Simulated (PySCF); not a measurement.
# C₄H₇FO₂: circular dichroism and optical rotation

What do calculations give for the circular dichroism and optical rotation of C₄H₇FO₂ (`C[C@@H](F)O[C@H]1CO1`)?

Computed with PySCF 2.14.0 and routines of our own; the level stands in each step. Atoms count from 0.

## (1) The system as given

14 atoms, charge 0, multiplicity 1; geometry from: GFN2-xTB.

## (2) Optimising the geometry at PBE0-D3(BJ)/def2-SVP

Job settings and geometry (Å):

```
{"job": {"xc": "PBE0", "basis": "def2-SVP", "d3": "d3bj", "grid": 1, "kind": "geom"}, "charge": 0, "multiplicity": 1}
C     -2.016552     1.002072     0.409458
C     -1.088019    -0.036303    -0.185971
F     -1.415454    -0.233228    -1.518815
O      0.219390     0.421659    -0.112389
C      1.179281    -0.506452    -0.475204
C      2.456762    -0.482177     0.230980
O      1.502315    -1.489354     0.447695
H     -1.845741     1.953697    -0.086184
H     -3.047512     0.694585     0.261910
H     -1.808902     1.104728     1.469549
H     -1.196038    -1.026109     0.287197
H      1.123198    -0.833477    -1.512309
H      2.578059     0.220473     1.045121
H      3.358534    -0.790587    -0.283205
```

Started as:

```
OMP_NUM_THREADS=1 python excited_run.py task.json out
```

One launch serves the whole session: the jobs run in the order shown.

Output:

```text
step   0  E = -406.14878245  max force = 0.012454
step   1  E = -406.14953691  max force = 0.003439
step   2  E = -406.14960422  max force = 0.004948
step   3  E = -406.14989643  max force = 0.002271
step   4  E = -406.15000158  max force = 0.001062
step   5  E = -406.15010003  max force = 0.001440
step   6  E = -406.15018446  max force = 0.002013
step   7  E = -406.15019692  max force = 0.000899
step   8  E = -406.15019942  max force = 0.000195
optimisation converged
```

Run time: 46 s. Hardware: 1 thread of Arm Neoverse V1, shared host; peak memory 0.63 GiB.

Step by step:

| step | energy from step 0 (eV) | largest force component (eV/Å) |
| --- | --- | --- |
| 0 | 0.0000 | 0.6404 |
| 1 | -0.0205 | 0.1768 |
| 2 | -0.0224 | 0.2544 |
| 3 | -0.0303 | 0.1168 |
| 4 | -0.0332 | 0.0546 |
| 5 | -0.0359 | 0.0740 |
| 6 | -0.0382 | 0.1035 |
| 7 | -0.0385 | 0.0462 |
| 8 | -0.0386 | 0.0100 |

Close pairs (by a distance rule), those that changed most:

| bond | before (Å) | after (Å) | change (Å) |
| --- | --- | --- | --- |
| C5–O6 | 1.404 | 1.421 | +0.017 |
| C0–C1 | 1.515 | 1.500 | -0.015 |
| C5–H12 | 1.082 | 1.097 | +0.014 |
| C5–H13 | 1.083 | 1.097 | +0.014 |
| C0–H9 | 1.085 | 1.098 | +0.013 |
| C0–H7 | 1.086 | 1.099 | +0.013 |
| C0–H8 | 1.086 | 1.098 | +0.012 |
| C4–O6 | 1.386 | 1.396 | +0.010 |

The next job starts from the end point, and lists it.

| at the end point | value |
| --- | --- |
| point group (found at 0.08 Å tolerance) | C1 |
| rotational constants (GHz, main isotopes) | 6.247, 1.589, 1.446 |
| dipole moment (D) | 1.04 |

## (3) Circular dichroism and optical rotation: TDDFT CAM-B3LYP/aug-cc-pVDZ

Job settings and geometry (Å):

```
{"job": {"kind": "ecd", "xc": "CAM-B3LYP", "basis": "aug-cc-pVDZ", "nstates": 12}, "charge": 0, "multiplicity": 1}
C     -2.066886     0.880839     0.113241
C     -1.020292    -0.081190    -0.365645
F     -1.144787    -0.259128    -1.725855
O      0.231358     0.443364    -0.087335
C      1.274213    -0.427858    -0.306408
C      2.402736    -0.365967     0.606664
O      1.458907    -1.427385     0.650822
H     -1.909039     1.854928    -0.370926
H     -3.067258     0.507381    -0.142415
H     -1.994135     1.007090     1.201721
H     -1.121194    -1.083151     0.090548
H      1.381014    -0.749313    -1.350949
H      2.346449     0.348691     1.436488
H      3.410237    -0.634761     0.266453
```

With the program's defaults for keys left out, this is: TDDFT CAM-B3LYP/aug-cc-pVDZ circular dichroism and optical rotation, one conformer, gas phase.

Output:

```text
coarse grid: 11944 points
cycle   1  E = -406.6097911807  dE =  1.325e+00  |g| = 9.074e-01  |ddm| = 9.940e+00
cycle   2  E = -406.5322855976  dE =  7.751e-02  |g| = 1.164e+00  |ddm| = 2.817e+00
cycle   3  E = -406.7640449069  dE = -2.318e-01  |g| = 9.171e-02  |ddm| = 1.640e+00
cycle   4  E = -406.7651093435  dE = -1.064e-03  |g| = 5.387e-02  |ddm| = 2.003e-01
cycle   5  E = -406.7656248895  dE = -5.155e-04  |g| = 1.104e-02  |ddm| = 8.433e-02
cycle   6  E = -406.7656463893  dE = -2.150e-05  |g| = 3.200e-03  |ddm| = 2.254e-02
cycle   7  E = -406.7656487893  dE = -2.400e-06  |g| = 4.605e-04  |ddm| = 7.940e-03
final grid: 116456 points
cycle   8  E = -406.7771507064  dE = -2.363e-05  |g| = 4.136e-03  |ddm| = 1.444e-01
cycle   9  E = -406.7771504802  dE =  2.262e-07  |g| = 4.623e-03  |ddm| = 2.596e-02
cycle  10  E = -406.7771542587  dE = -3.778e-06  |g| = 5.252e-04  |ddm| = 7.713e-03
cycle  11  E = -406.7771543053  dE = -4.655e-08  |g| = 1.611e-04  |ddm| = 1.168e-03
cycle  12  E = -406.7771543099  dE = -4.605e-09  |g| = 7.071e-05  |ddm| = 4.702e-04
cycle  13  E = -406.7771543108  dE = -8.997e-10  |g| = 1.220e-05  |ddm| = 1.189e-04
converged SCF energy = -406.7771543108

Singlet excitations and rotatory strengths (1e-40 esu^2 cm^2)
state   eV       nm     f(len)   f(vel)    R(len)    R(vel)   main configurations
  1   7.6556   162.0  0.00258  0.00244    -1.122    -1.000   H->L 0.50, H->L+3 0.14, H->L+1 0.10
  2   7.8593   157.8  0.02715  0.02736    29.515    29.530   H->L+1 0.29, H->L+3 0.23, H->L+6 0.17
  3   8.1048   153.0  0.00874  0.00785    -6.163    -5.555   H->L+2 0.70, H->L+3 0.08
  4   8.2648   150.0  0.01635  0.01634   -10.699   -10.572   H-1->L 0.34, H->L+1 0.20, H->L 0.14
  5   8.3709   148.1  0.01534  0.01524   -19.509   -19.015   H-1->L 0.28, H-1->L+1 0.20, H->L+1 0.11
  6   8.4899   146.0  0.01052  0.01040     0.111    -0.201   H-1->L+3 0.31, H-1->L+1 0.13, H-1->L+6 0.11
  7   8.5868   144.4  0.00595  0.00598     4.949     4.930   H-2->L 0.57, H-1->L 0.09
  8   8.7111   142.3  0.02806  0.02744     1.972     2.159   H-1->L+2 0.66, H-1->L+3 0.09
  9   8.7838   141.2  0.02000  0.01934   -11.205   -11.054   H-2->L+3 0.22, H-2->L+1 0.16, H-1->L+1 0.13
 10   8.8587   140.0  0.03285  0.03270     0.952     0.600   H-2->L+2 0.19, H->L+3 0.19
 11   8.9486   138.6  0.02000  0.01988   -10.371   -10.274   H-2->L+2 0.43, H-2->L+1 0.19
 12   8.9888   137.9  0.00315  0.00324     0.922     0.702   H->L+4 0.27, H->L+7 0.12, H-2->L+2 0.10

Specific rotation (deg / (dm g/mL))
    nm     length   length(OI)   velocity    alpha(len)  alpha(vel)
  633.0    -161.99    -162.57    -158.86       58.746     57.721
  589.3    -188.29    -188.97    -184.63       58.904     57.877
  546.0    -221.37    -222.17    -217.02       59.101     58.071
  436.0    -360.35    -361.66    -352.92       59.914     58.873
  405.0    -424.56    -426.12    -415.63       60.282     59.236
  365.0    -537.53    -539.52    -525.81       60.919     59.864
  355.0    -573.11    -575.24    -560.48       61.117     60.060
```

Wall time 88 s (1 thread of Arm Neoverse V1, shared host); peak memory 0.97 GiB.

The fields below are evaluated on a grid from the run's orbitals.

Frontier orbitals at CAM-B3LYP/aug-cc-pVDZ, with the share of their density that lies nearest to each atom:

| orbital | energy (eV) | lies on |
| --- | --- | --- |
| HOMO | -9.80 | O6 59 %; O3 12 %; H13 7 % |
| LUMO | 0.41 | H9, H12, H13 about 17 % each; H7, H8 about 11 % each; H11 8 % |

ELF in a plane through or near 8 of the atoms.

Ten even steps from ' ' (0.00) to '@' (1.00):
```
                                                        
                                                        
                                                        
              ..::::                                    
              %%@@@@++            ::==--..              
            ::@@@@@@%%            **%%##--              
            ::@@@@@@##    --::    ##%%##--              
        ..::--%%@@@@==  --%%##..  ++####==              
      ::##@@%%++::**--..**@@%%--..==--::++--..          
      ==@@@@@@**::####==##--**++==##::..####++..        
      ==@@@@@@##++%%....%%####**--%%**==##@@##::        
        ##@@%%::..++======----====--....==##++          
          ::..  ..%%@@@@++  ..++####--    ..            
                --@@@@@@**  --%%--####--                
                --@@@@@@--  ++%%%%%%##--                
                ..**%%**    ::++****==..                
                              ::::::..                  
                                                        
                                                        
                                                        
```
The map spans 12.1 Å across and 8.5 Å up, centred on the molecule. Atoms in the plane (x, y in Å): C0 (2.2, 0.4), F2 (1.2, -1.7), O3 (-0.1, 0.2), C4 (-1.3, -0.4), C5 (-2.4, 0.5), H11 (-1.4, -1.5), H12 (-2.3, 1.5), H13 (-3.5, 0.1).

log10 of the density (e/Å³) in the same plane.

Ten even steps from '0' (-4.0) to '9' (1.6):
```
0000000000000000000000000000
0000000000000000000000000000
0000000111100000001100000000
0000011232211001122221000000
0000122444322112233332100000
0000123565433333345443210000
0001234676544444456653210000
0012345677555655566664321000
0013456777656776567765431000
0023467787767887677775432000
0013456667887777776665432000
0012345556776667766554321000
0001233456776557876543221000
0000122345665467986532110000
0000001234554457886431100000
0000000123443345665421000000
0000000112222234444310000000
0000000001111122322100000000
0000000000000001110000000000
0000000000000000000000000000
```
The map spans 12.1 Å across and 8.5 Å up, centred on the molecule. Atoms in the plane (x, y in Å): C0 (2.2, 0.4), F2 (1.2, -1.7), O3 (-0.1, 0.2), C4 (-1.3, -0.4), C5 (-2.4, 0.5), H11 (-1.4, -1.5), H12 (-2.3, 1.5), H13 (-3.5, 0.1).

On the surface of density 0.002 e/bohr³ the electrostatic potential runs, from the 1st to the 99th percentile, from -1.20 V near O6 to 1.04 V near H13.

## (4) Outcome

| quantity | value |
| --- | --- |
| point group | C1 |
| rotational constants (main isotopes) | 6.25, 1.59, 1.45 GHz |
| state of largest rotatory strength (velocity form) among 12 (step 3, TDDFT CAM-B3LYP/aug-cc-pVDZ) | 7.86 eV, R = +29.5 (velocity), +29.5 (length) ·10⁻⁴⁰ esu² cm² |
| specific rotation at 633.0 nm (step 3, TDDFT CAM-B3LYP/aug-cc-pVDZ) | -158.9 (velocity), -162.0 (length) |
| potential on the surface of density 0.002 e/bohr³, 1st and 99th percentile | -1.20 V and 1.04 V |

In words: Relaxing lowered the energy by 0.039 eV in 8 steps; the close pair that moved most is C5–O6, from 1.404 to 1.421 Å. No frequency check was run at this level, so the end point may be a saddle. Rotations belong to one conformer.
